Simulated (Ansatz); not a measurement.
# CH2Ga+ (quintet): the correlation ladder, cc-pVDZ

Aim: climb from Hartree-Fock through coupled cluster and multireference methods for CH2Ga+ (quintet) at one geometry and basis, and see what each rung misses.

Method: cc-pVDZ, core rule «outside noble gas», up to 15 orbitals frozen; program: Ansatz 0.2.0, Gaussian basis.

To be run: UHF; CCSD(T) on ROHF; CCSD(T) on UHF; BCCD(T) on ROHF; CISD; CCSDT(Q) on ROHF; CCSDT(Q) on UHF; CCSDTQ on ROHF; CCSDTQ on UHF; CASSCF and MRCISD+Q, 8 electrons in 10 orbitals; CASSCF and NEVPT2, 8 electrons in 10 orbitals.

5 further runs of the same task are left out: 2 for a known fault of the program, 3 set aside as unsound or not needed.

## Step 1: The geometry

The geometry is a PBE0/def2-TZVP stationary point (not a proven minimum) of the parent state, kept for this charge and spin. No spin-orbit coupling is included. The filled d shell of Ga may be among the frozen orbitals whatever the setting's name suggests; the logs give the count.

4 atoms, charge 1, spin multiplicity 5.

Atoms are counted from 1 here; the program's logs count them from 0.

Bond lengths: C1–Ga2 1.951 Å, Ga2–H3 1.561 Å, Ga2–H4 1.561 Å. Angles: C1–Ga2–H3 115.9°, C1–Ga2–H4 115.9°, H3–Ga2–H4 128.2°.

Coordinates:

```xyz
4

C     0.00000    0.00000    1.68753
Ga    0.00000    0.00000   -0.26337
H     0.00000   -1.40465   -0.94522
H     0.00000    1.40465   -0.94522
```

## Step 2: UHF

File in.yaml:

```yaml
crystal:
  periodic: [false, false, false]
  atoms:
    - {symbol: C, position_ang: [0.000000, 0.000000, 1.687532]}
    - {symbol: Ga, position_ang: [0.000000, 0.000000, -0.263371]}
    - {symbol: H, position_ang: [0.000000, -1.404653, -0.945221]}
    - {symbol: H, position_ang: [0.000000, 1.404653, -0.945221]}
basis:
  gaussian: {orbitals: cc-pVDZ}
total_charge: 1
magnetization: {spin_polarized: true, initial_magnetization: 4}
hamiltonian: {xc: hf}
output: {orbitals: {seedname: orbitals}}
```

On the command line:

```
$ ansatz run in.yaml --threads 1 --pin off --events-out ev --progress --plain --max-ram 4096MiB --backend cpu
```

After this run come: CCSD(T) on ROHF; CCSD(T) on UHF; BCCD(T) on ROHF; CISD; CCSDT(Q) on ROHF; CCSDT(Q) on UHF; CCSDTQ on ROHF; CCSDTQ on UHF; CASSCF and MRCISD+Q, 8 electrons in 10 orbitals; CASSCF and NEVPT2, 8 electrons in 10 orbitals.

Q: Predict the results of all the runs planned. Wanted: UCCSDTQ below the RHF energy; RMP2 from UCCSDTQ; UMP2 from UCCSDTQ; RCCSD from UCCSDTQ; RCCSD(T) from UCCSDTQ; UCCSD(T) from UCCSDTQ; RCCSDT(Q) from UCCSDTQ; UCCSDT(Q) from UCCSDTQ; NEVPT2 valence from UCCSDTQ.

**Answer**, as computed:

| quantity | value |
| --- | --- |
| UCCSDTQ below the RHF energy | -4.0897 eV |
| RMP2 from UCCSDTQ | +97.6 kJ/mol |
| UMP2 from UCCSDTQ | +100.8 kJ/mol |
| RCCSD from UCCSDTQ | +14.6 kJ/mol |
| RCCSD(T) from UCCSDTQ | +4.3 kJ/mol |
| UCCSD(T) from UCCSDTQ | +3.7 kJ/mol |
| RCCSDT(Q) from UCCSDTQ | +0.8 kJ/mol |
| UCCSDT(Q) from UCCSDTQ | +0.1 kJ/mol |
| NEVPT2 valence from UCCSDTQ | +50.2 kJ/mol |
| MRCISD+Q valence from UCCSDTQ | +2.0 kJ/mol |
| levels within 1 kcal/mol (43 meV) | UCCSD(T), RCCSDT, UCCSDT, RCCSDT(Q), UCCSDT(Q), RCCSDTQ, MRCISD+Q valence |
| T1 diagnostic | 0.039 |
| effectively unpaired electrons | 4.04 |

**Reading.** RCCSD(T) misses by +4.3 kJ/mol, 1.1 % of the correlation energy. One determinant dominates. Of the multireference levels listed MRCISD+Q valence comes nearest in total energy (+2.0 kJ/mol), which doesn't show that its space is the better one. Coupled cluster took another determinant than the lowest Hartree-Fock one. These misses are within one basis, not against nature; the frozen cores of restricted and unrestricted runs differ, which can shift their rows.
